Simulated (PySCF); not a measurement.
# CH6B2S: the cost of one run

The runs use PySCF 2.14.0, with density-fitted response routines of our own; the level of theory stands in each step. All values are computed, except where a source is named. Atoms count from 0, in the outputs and in this text.

## (1) Starting geometry

10 atoms, charge 0, multiplicity 1; geometry from: GFN2-xTB. The atoms were then displaced at random by about 0.01 Å, so the start is not that level's minimum.

Bonds of the start (Å): B0–B1 1.63, B1–S2 1.75, S2–C3 1.86, B0–H4 1.15, B0–H5 1.20, B1–H6 1.17, C3–H7 1.08, C3–H8 1.05, C3–H9 1.11.

## (2) Optimising the geometry at PBE0-D3(BJ)/def2-SVP

What the job is given:

```
{"job": {"xc": "PBE0", "basis": "def2-SVP", "d3": "d3bj", "grid": 1, "shake": 0.01, "kind": "geom"}, "charge": 0, "multiplicity": 1}
B     -1.531030    -0.408090     0.295640
B     -0.858340     0.068050    -1.112490
S      0.838240     0.463010    -1.292700
C      1.582090     0.230550     0.392190
H     -1.624760    -1.511480     0.620250
H     -2.016700     0.393770     1.044910
H     -1.416960     0.178810    -2.130640
H      1.417610    -0.795860     0.699590
H      2.606890     0.460490     0.363460
H      1.053390     0.899830     1.098740
```

On the command line:

```
OMP_NUM_THREADS=1 python probes_run.py task.json out
```

The driver reads the jobs from task.json and runs them one after another.

Q: Estimate the wall time and peak memory of this first job on 1 thread of Arm Neoverse V1, shared host.

About 12 s, with a peak of 0.45 GiB.
